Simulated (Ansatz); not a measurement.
# Si₃H₈O: how energies converge with the basis set

An exercise on one series of results from a longer session: the logs are not shown, and one member is left open.

Program: Ansatz 0.2.0, Gaussian basis. Level of theory: one geometry, several basis sets. These are calculated values, not measurements.

The runs, in order: PBE0-D4/def2-SVP; ωB97M-V/def2-SVP; PBE0-D4/def2-QZVPP; ωB97M-V/def2-QZVPP; the functionals' def2-TZVPP values are taken from earlier runs.

### The geometry

An earlier PBE0-D4 in a triple-zeta def2 set relaxation fixed the geometry.

SMILES `[SiH3]O[SiH2][SiH3]`, 12 atoms, charge 0, spin multiplicity 1.

Atoms are counted from 1 here; the program's logs count them from 0.

Bond lengths: Si1–O2 1.634 Å, Si1–H5 1.489 Å, Si1–H6 1.484 Å, Si1–H7 1.484 Å, O2–Si3 1.640 Å, Si3–Si4 2.347 Å, Si3–H8 1.488 Å, Si3–H9 1.488 Å, Si4–H10 1.488 Å, Si4–H11 1.488 Å, Si4–H12 1.489 Å. Angles: O2–Si1–H5 109.8°, O2–Si1–H6 109.3°, O2–Si1–H7 109.4°, H5–Si1–H6 109.4°, H5–Si1–H7 109.3°, H6–Si1–H7 109.5°, Si1–O2–Si3 145.7°, O2–Si3–Si4 111.8°, O2–Si3–H8 108.6°, O2–Si3–H9 108.8°, Si4–Si3–H8 109.8°, Si4–Si3–H9 109.8°, H8–Si3–H9 108.0°, Si3–Si4–H10 111.0°, Si3–Si4–H11 111.0°, Si3–Si4–H12 108.8°, H10–Si4–H11 108.6°, H10–Si4–H12 108.7° and more.

Set-up of the first run:

File in.yaml:

```yaml
crystal:
  periodic: [false, false, false]
  atoms:
    - {symbol: Si, position_ang: [-0.850535, 1.999925, -0.086345]}
    - {symbol: O, position_ang: [-0.424092, 0.848162, 0.991281]}
    - {symbol: Si, position_ang: [0.225135, -0.644535, 1.193520]}
    - {symbol: Si, position_ang: [0.750778, -1.650105, -0.861235]}
    - {symbol: H, position_ang: [-0.575630, 1.524037, -1.469727]}
    - {symbol: H, position_ang: [-2.298458, 2.292618, 0.054833]}
    - {symbol: H, position_ang: [-0.067256, 3.233490, 0.173477]}
    - {symbol: H, position_ang: [-0.749241, -1.490393, 1.934507]}
    - {symbol: H, position_ang: [1.454231, -0.523307, 2.023756]}
    - {symbol: H, position_ang: [1.749115, -0.841142, -1.611871]}
    - {symbol: H, position_ang: [-0.464696, -1.805789, -1.705714]}
    - {symbol: H, position_ang: [1.327650, -2.998161, -0.602481]}
basis:
  gaussian: {orbitals: def2-SVP}
hamiltonian: {xc: pbe0, dispersion: d4}
output: {orbitals: {seedname: orbitals}}
```

Steps of the session up to this table: PBE0-D4 in def2-SVP; ωB97M-V in def2-SVP; PBE0-D4 in def2-QZVPP; ωB97M-V in def2-QZVPP.

One table of the session follows, with a row left open; its other results are not shown here.

It belongs to the step «Density functionals: the series». 

| functional | basis | HOMO (eV) |
| --- | --- | --- |
| PBE0-D4 | def2-SVP | -7.99 |
| PBE0-D4 | def2-TZVPP | -7.99 |
| PBE0-D4 | def2-QZVPP | -8.00 |
| ωB97M-V | def2-SVP | ? |
| ωB97M-V | def2-TZVPP | -10.07 |
| ωB97M-V | def2-QZVPP | -10.07 |

Q: Estimate the row for ωB97M-V, def2-SVP from the others.

The run gave: HOMO (eV): -10.03. In the column «HOMO (eV)» it lies between ωB97M-V, def2-QZVPP (-10.07) and PBE0-D4, def2-QZVPP (-8.00).
